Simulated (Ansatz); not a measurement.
**C10H17BO2: inputs that go wrong**

Aim: try 2 inputs for C10H17BO2 as typed, read how each ends, and find what has to change.

Computed with Ansatz 0.2.0, Gaussian basis. Level: the settings change from run to run.

4 further runs of the same task are left out: 4 that didn't finish.

### Step 1. The geometry

An earlier PBE-D4/def2-SVP relaxation fixed the geometry.

30 atoms, charge 0, spin multiplicity 1.

Atoms are counted from 1 here; the program's logs count them from 0.

Bond lengths: O1–B2 1.379 Å, O1–H14 0.973 Å, B2–O3 1.377 Å, B2–C4 1.588 Å, O3–H15 0.974 Å, C4–C5 1.554 Å, C4–C12 1.557 Å, C4–C13 1.548 Å, C5–C6 1.541 Å, C5–H16 1.111 Å, C5–H17 1.113 Å, C6–C7 1.541 Å, C6–C11 1.541 Å, C6–H18 1.112 Å, C7–C8 1.541 Å, C7–H19 1.112 Å, C7–H20 1.112 Å, C8–C9 1.541 Å and more. Angles: B2–O1–H14 114.7°, O1–B2–O3 123.5°, O1–B2–C4 117.5°, O3–B2–C4 119.0°, B2–O3–H15 114.5°, B2–C4–C5 110.3°, B2–C4–C12 108.7°, B2–C4–C13 112.8°, C5–C4–C12 108.0°, C5–C4–C13 108.6°, C12–C4–C13 108.4°, C4–C5–C6 110.6°, C4–C5–H16 109.8°, C4–C5–H17 109.8°, C6–C5–H16 110.2°, C6–C5–H17 109.7°, H16–C5–H17 106.7°, C5–C6–C7 109.5° and more.

Coordinates:

```
O     3.0815    0.6535    1.3116
B     2.5092    0.5495    0.0616
O     3.2030    0.7520   -1.1108
C     0.9640    0.1927   -0.0110
C     0.6693   -1.0924    0.8117
C    -0.8383   -1.4125    0.7959
C    -1.3038   -1.6247   -0.6580
C    -1.0406   -0.3454   -1.4765
C    -1.8211    0.8290   -0.8541
C    -1.3568    1.0449    0.5995
C    -1.6169   -0.2359    1.4166
C     0.1513    1.3633    0.6153
C     0.4669   -0.0258   -1.4608
H     4.0260    0.8887    1.3090
H     4.1415    0.9808   -0.9897
H     1.0229   -0.9597    1.8562
H     1.2391   -1.9494    0.3884
H    -1.0252   -2.3355    1.3866
H    -2.3863   -1.8789   -0.6803
H    -0.7621   -2.4841   -1.1100
H    -1.3751   -0.4995   -2.5254
H    -1.6555    1.7540   -1.4486
H    -2.9133    0.6209   -0.8798
H    -1.9168    1.8939    1.0487
H    -1.3022   -0.0852    2.4722
H    -2.7052   -0.4639    1.4338
H     0.4933    1.5434    1.6569
H     0.3423    2.3011    0.0473
H     0.6722    0.8794   -2.0715
H     1.0366   -0.8543   -1.9346
```

### Step 2. Attempt 1

Contents of in.yaml:

```yaml
crystal:
  periodic: [true, true, true]
  atoms:
    - {symbol: O, position_ang: [3.081473, 0.653464, 1.311591]}
    - {symbol: B, position_ang: [2.509164, 0.549542, 0.061584]}
    - {symbol: O, position_ang: [3.202954, 0.752020, -1.110800]}
    - {symbol: C, position_ang: [0.964003, 0.192657, -0.011045]}
    - {symbol: C, position_ang: [0.669310, -1.092375, 0.811733]}
    - {symbol: C, position_ang: [-0.838269, -1.412453, 0.795852]}
    - {symbol: C, position_ang: [-1.303821, -1.624698, -0.657966]}
    - {symbol: C, position_ang: [-1.040616, -0.345416, -1.476528]}
    - {symbol: C, position_ang: [-1.821137, 0.829037, -0.854078]}
    - {symbol: C, position_ang: [-1.356825, 1.044904, 0.599476]}
    - {symbol: C, position_ang: [-1.616902, -0.235904, 1.416573]}
    - {symbol: C, position_ang: [0.151254, 1.363342, 0.615298]}
    - {symbol: C, position_ang: [0.466945, -0.025753, -1.460809]}
    - {symbol: H, position_ang: [4.026048, 0.888743, 1.308965]}
    - {symbol: H, position_ang: [4.141526, 0.980783, -0.989715]}
    - {symbol: H, position_ang: [1.022925, -0.959677, 1.856210]}
    - {symbol: H, position_ang: [1.239105, -1.949409, 0.388355]}
    - {symbol: H, position_ang: [-1.025212, -2.335546, 1.386597]}
    - {symbol: H, position_ang: [-2.386294, -1.878877, -0.680292]}
    - {symbol: H, position_ang: [-0.762052, -2.484130, -1.110026]}
    - {symbol: H, position_ang: [-1.375058, -0.499512, -2.525434]}
    - {symbol: H, position_ang: [-1.655525, 1.754014, -1.448558]}
    - {symbol: H, position_ang: [-2.913300, 0.620868, -0.879796]}
    - {symbol: H, position_ang: [-1.916760, 1.893884, 1.048707]}
    - {symbol: H, position_ang: [-1.302154, -0.085177, 2.472207]}
    - {symbol: H, position_ang: [-2.705226, -0.463875, 1.433759]}
    - {symbol: H, position_ang: [0.493306, 1.543425, 1.656930]}
    - {symbol: H, position_ang: [0.342289, 2.301080, 0.047277]}
    - {symbol: H, position_ang: [0.672247, 0.879390, -2.071502]}
    - {symbol: H, position_ang: [1.036562, -0.854342, -1.934566]}
basis:
  gaussian: {orbitals: "6-31++G**", point_charges: [{charge: 1.00, position_ang: [9.106, 0.661, 0.703]}]}
hamiltonian: {xc: {name: HSE06}}
scf: {omitted_lower_state_checks: [starts]}
output: {forces: true}
```

Run with:

```bash
ansatz run in.yaml --threads 4 --pin off --events-out ev --progress --plain --max-ram 6963MiB
```

The log of the run:

```text
Error: YAML parse error: error: line 2 column 3: crystal: missing field `lattice` (a structure is typed as `lattice` and `atoms`, a molecule's as `atoms` in Å alone, or read from a run's directory, `checkpoint`)
 --> <input>:2:3
  |
1 | crystal:
2 |   periodic: [true, true, true]
  |   ^ crystal: missing field `lattice` (a structure is typed as `lattice` and `atoms`, a molecule's as `atoms` in Å alone, or read from a run's directory, `checkpoint`)
3 |   atoms:
4 |     - {symbol: O, position_ang: [3.081473, 0.653464, 1.311591]}
  |
```

It took 0.05 s on 4 threads of Intel Xeon at 2.50GHz, shared host.

**Diagnosis.** Refused before any calculation. The molecule is marked periodic without a cell. Fix: set periodic to false, or give a lattice, and remove the point charge.

### Step 3. Attempt 2

Contents of in.yaml:

```yaml
crystal:
  periodic: [false, false, false]
  atoms:
    - {symbol: O, position_ang: [3.081473, 0.653464, 1.311591]}
    - {symbol: B, position_ang: [2.509164, 0.549542, 0.061584]}
    - {symbol: O, position_ang: [3.202954, 0.752020, -1.110800]}
    - {symbol: C, position_ang: [0.964003, 0.192657, -0.011045]}
    - {symbol: C, position_ang: [0.669310, -1.092375, 0.811733]}
    - {symbol: C, position_ang: [-0.838269, -1.412453, 0.795852]}
    - {symbol: C, position_ang: [-1.303821, -1.624698, -0.657966]}
    - {symbol: C, position_ang: [-1.040616, -0.345416, -1.476528]}
    - {symbol: C, position_ang: [-1.821137, 0.829037, -0.854078]}
    - {symbol: C, position_ang: [-1.356825, 1.044904, 0.599476]}
    - {symbol: C, position_ang: [-1.616902, -0.235904, 1.416573]}
    - {symbol: C, position_ang: [0.151254, 1.363342, 0.615298]}
    - {symbol: C, position_ang: [0.466945, -0.025753, -1.460809]}
    - {symbol: H, position_ang: [4.026048, 0.888743, 1.308965]}
    - {symbol: H, position_ang: [4.141526, 0.980783, -0.989715]}
    - {symbol: H, position_ang: [1.022925, -0.959677, 1.856210]}
    - {symbol: H, position_ang: [1.239105, -1.949409, 0.388355]}
    - {symbol: H, position_ang: [-1.025212, -2.335546, 1.386597]}
    - {symbol: H, position_ang: [-2.386294, -1.878877, -0.680292]}
    - {symbol: H, position_ang: [-0.762052, -2.484130, -1.110026]}
    - {symbol: H, position_ang: [-1.375058, -0.499512, -2.525434]}
    - {symbol: H, position_ang: [-1.655525, 1.754014, -1.448558]}
    - {symbol: H, position_ang: [-2.913300, 0.620868, -0.879796]}
    - {symbol: H, position_ang: [-1.916760, 1.893884, 1.048707]}
    - {symbol: H, position_ang: [-1.302154, -0.085177, 2.472207]}
    - {symbol: H, position_ang: [-2.705226, -0.463875, 1.433759]}
    - {symbol: H, position_ang: [0.493306, 1.543425, 1.656930]}
    - {symbol: H, position_ang: [0.342289, 2.301080, 0.047277]}
    - {symbol: H, position_ang: [0.672247, 0.879390, -2.071502]}
    - {symbol: H, position_ang: [1.036562, -0.854342, -1.934566]}
basis:
  gaussian: {orbitals: def2-mTZVPP}
total_charge: -4
magnetization: {spin_polarized: true, initial_magnetization: 0}
hamiltonian: {xc: {name: BLYP}, pseudopotentials: {relativity: scalar}}
output: {forces: true}
```

Launched as before.

The log of the run:

```text
Functional definition: BLYP
  name "BLYP"
  cite "Becke, Phys. Rev. A 38, 3098 (1988) doi:10.1103/PhysRevA.38.3098"
  cite "Lee, Yang & Parr, Phys. Rev. B 37, 785 (1988) doi:10.1103/PhysRevB.37.785"
  parameter beta = 0.0042
  parameter a = 0.04918
  parameter b = 0.132
  parameter c = 0.2533
  parameter d = 0.349
  exchange = b88_x(beta = beta)
  correlation = lyp_c(a = a, b = b, c = c, d = d)
3302 factors; their error is unknown
mean field evaluation 1: about -15374.5941 eV, gradient 4.8e1 eV
mean field evaluation 2: about -14514.1763 eV, gradient 2.5e2 eV
mean field evaluation 4: about -15389.3784 eV, gradient 2.8e1 eV
mean field evaluation 8: about -15395.2987 eV, gradient 4.7e0 eV
mean field evaluation 16: about -15395.3884 eV, gradient 3.5e-1 eV
mean field evaluation 32: about -15395.3890 eV, gradient 4.6e-5 eV
mean field evaluation 64: about -15391.6726 eV, gradient 1.3e1 eV
Error: SIGTERM received: run cancelled behind 73 evaluations of the mean field
```

It took 2.1 min on 4 threads of Intel Xeon at 2.50GHz, shared host.

What is wrong: The run hit its time limit. The charge is far from anything that the molecule holds. It asks for charge -4; the species has 0. Fix: type the charge that the molecule really has.

### Step 4. How the tries ended

```csv
attempt,level,ended,cause,time
1,HSE06/6-31++G**,refused,the molecule is marked periodic without a cell,0.05 s
2,BLYP/def2-mTZVPP,timeout,the charge is far from anything that the molecule holds,2.1 min
```

**Reading.** 1 refused, 1 timeout. A refusal costs next to no computing time.
